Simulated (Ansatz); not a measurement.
# Al3BAs4: the cost of one run

Computed with Ansatz 0.2.0 (DFT PBE, scalar-relativistic, plane waves, PAW, unless a step's input says otherwise).

### 1 The structure to begin with

Symmetry: I-42m, No. 121, tetragonal system. The conventional cell has a = 5.314 Å, b = 5.314 Å, c = 10.628 Å, α = 90.00°, β = 90.00°, γ = 90.00°. Al (site symmetry -42m) is surrounded by 4 As at 2.30 Å. Around Al (site symmetry -4) lie 4 As at 2.30 Å. B (site symmetry -42m) has 4 As at 2.30 Å as nearest neighbours. As (site symmetry m) is surrounded by 3 Al at 2.30 Å and 1 B at 2.30 Å.

Structure file:

```
CELL_PARAMETERS angstrom
-2.65699 2.65699 5.31397
2.65699 -2.65699 5.31397
2.65699 2.65699 -5.31397
ATOMIC_POSITIONS crystal
Al 0.00000 0.00000 0.00000
Al 0.25000 0.75000 0.50000
Al 0.75000 0.25000 0.50000
B 0.50000 0.50000 0.00000
As 0.62500 0.62500 0.50000
As 0.12500 0.12500 0.50000
As 0.87500 0.37500 0.00000
As 0.37500 0.87500 0.00000
```

The start is an ordering of an alloy on its end members' structure types: elements ordered on the sites of the AlAs type, B/Al on Al (I-42m, No. 121).

### 2 The guess as it stands, on a coarse mesh

File input.yaml:

```yaml
crystal:
  lattice:
    - [-2.65698679, 2.65698679, 5.31397357]
    - [2.65698679, -2.65698679, 5.31397357]
    - [2.65698679, 2.65698679, -5.31397357]
  atoms:
    - { symbol: Al, position: [0.0, 0.0, 0.0] }
    - { symbol: Al, position: [0.25, 0.75, 0.5] }
    - { symbol: Al, position: [0.75, 0.25, 0.5] }
    - { symbol: B, position: [0.5, 0.5, 0.0] }
    - { symbol: As, position: [0.625, 0.625, 0.5] }
    - { symbol: As, position: [0.125, 0.125, 0.5] }
    - { symbol: As, position: [0.875, 0.375, 0.0] }
    - { symbol: As, position: [0.375, 0.875, 0.0] }
basis:
  ecutwfc: 420
kpoints:
  mp_grid: { grid: [4, 4, 4] }
hamiltonian:
  xc: pbe
scf:
  occupations: { method: gaussian, width: 0.1 }
  lower_state_search: "off"
output:
  forces: true
  stress: true
  eigenvalues: true
```

On the command line:

```console
ansatz run input.yaml --threads 1 --pin off --max-ram 2560MiB --backend cpu --events-out ev --progress --plain --runs-dir out
```

Q: Estimate wall time and peak memory on 1 thread of Arm Neoverse V1, shared host.

About 7.6 s, with a peak of 0.39 GiB.
